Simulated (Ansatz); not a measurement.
# InH2+ (triplet): from Hartree-Fock to the top rungs, def2-TZVPP

Aim: climb from Hartree-Fock through coupled cluster and multireference methods for InH2+ (triplet) at one geometry and basis, and see what each rung misses.

Program: Ansatz 0.2.0, Gaussian basis. Level of theory: def2-TZVPP, core rule «outside noble gas», up to 9 orbitals frozen. These are calculated values, not measurements.

To be run: UHF; CCSD(T) on ROHF; CCSD(T) on UHF; BCCD(T) on ROHF; CCSDT(Q) on ROHF; CCSDT(Q) on UHF; CASSCF and MRCISD+Q, 4 electrons in 6 orbitals; CASSCF and NEVPT2, 4 electrons in 6 orbitals; Full CI.

16 further runs of the same task are left out: 4 for a known fault of the program, 5 that didn't finish, 7 set aside as unsound or not needed.

## Step 1: The system

The geometry is a PBE0/def2-TZVP stationary point (not a proven minimum) of the parent state, kept for this charge and spin. No spin-orbit coupling is included. Elements past krypton take def2 core potentials.

3 atoms, charge 1, spin multiplicity 3.

Atoms are counted from 1 here; the program's logs count them from 0.

Bond lengths: In1–H2 1.665 Å, In1–H3 1.665 Å. Angles: H2–In1–H3 180.0°.

## Step 2: UHF

in.yaml reads:

```yaml
crystal:
  periodic: [false, false, false]
  atoms:
    - {symbol: In, position_ang: [0.000000, 0.000000, 0.000000]}
    - {symbol: H, position_ang: [0.000000, 0.000000, -1.665400]}
    - {symbol: H, position_ang: [0.000000, 0.000000, 1.665400]}
basis:
  gaussian: {orbitals: def2-TZVPP}
total_charge: 1
magnetization: {spin_polarized: true, initial_magnetization: 2}
hamiltonian: {xc: hf}
output: {orbitals: {seedname: orbitals}}
```

Command:

```console
ansatz run in.yaml --threads 1 --pin off --events-out ev --progress --plain --max-ram 2393MiB
```

Further steps of the session: CCSD(T) on ROHF; CCSD(T) on UHF; BCCD(T) on ROHF; CCSDT(Q) on ROHF; CCSDT(Q) on UHF; CASSCF and MRCISD+Q, 4 electrons in 6 orbitals; CASSCF and NEVPT2, 4 electrons in 6 orbitals; Full CI.

Q: Predict the results of all the runs planned. Wanted: FCI below the RHF energy; RMP2 from FCI; UMP2 from FCI; RCCSD from FCI; RCCSD(T) from FCI; UCCSD(T) from FCI; RCCSDT(Q) from FCI; UCCSDT(Q) from FCI; NEVPT2 valence from FCI.

The runs gave:

| quantity | value |
| --- | --- |
| FCI below the RHF energy | -1.6213 eV |
| RMP2 from FCI | +54.8 kJ/mol |
| UMP2 from FCI | +43.7 kJ/mol |
| RCCSD from FCI | +3.4 kJ/mol |
| RCCSD(T) from FCI | -1.4 kJ/mol |
| UCCSD(T) from FCI | -6.2 kJ/mol |
| RCCSDT(Q) from FCI | -2.8 kJ/mol |
| UCCSDT(Q) from FCI | -7.3 kJ/mol |
| NEVPT2 valence from FCI | +16.2 kJ/mol |
| MRCISD+Q valence from FCI | +0.6 kJ/mol |
| levels within 1 kcal/mol (43 meV) | RCCSD, UCCSD, RCCSD(T), BCCD(T), RCCSDT, RCCSDT(Q), MRCISD valence, MRCISD+Q valence |
| T1 diagnostic | 0.130 |
| effectively unpaired electrons | 2.03 |

In words: RCCSD(T) lands -1.4 kJ/mol from the yardstick (0.9 % of the correlation energy). CCSD(T) misses by -1.4 kJ/mol on the restricted determinant and by -6.2 kJ/mol on the unrestricted one; the two need not hold the same state or core. UCCSD, RCCSD(T), UCCSD(T), BCCD(T), RCCSDT, UCCSDT, RCCSDT(Q), UCCSDT(Q) fall below full CI: unrestricted runs freeze a spin-polarised core, another one than full CI's, and coupled cluster isn't variational. The occupations are near whole numbers, but T1 = 0.130 shows that the orbitals relax strongly. Of the multireference levels listed MRCISD+Q valence comes nearest in total energy (+0.6 kJ/mol), which doesn't show that its space is the better one. Coupled cluster took another determinant than the lowest Hartree-Fock one. These misses are within one basis, not against nature; the frozen cores of restricted and unrestricted runs differ, which can shift their rows.
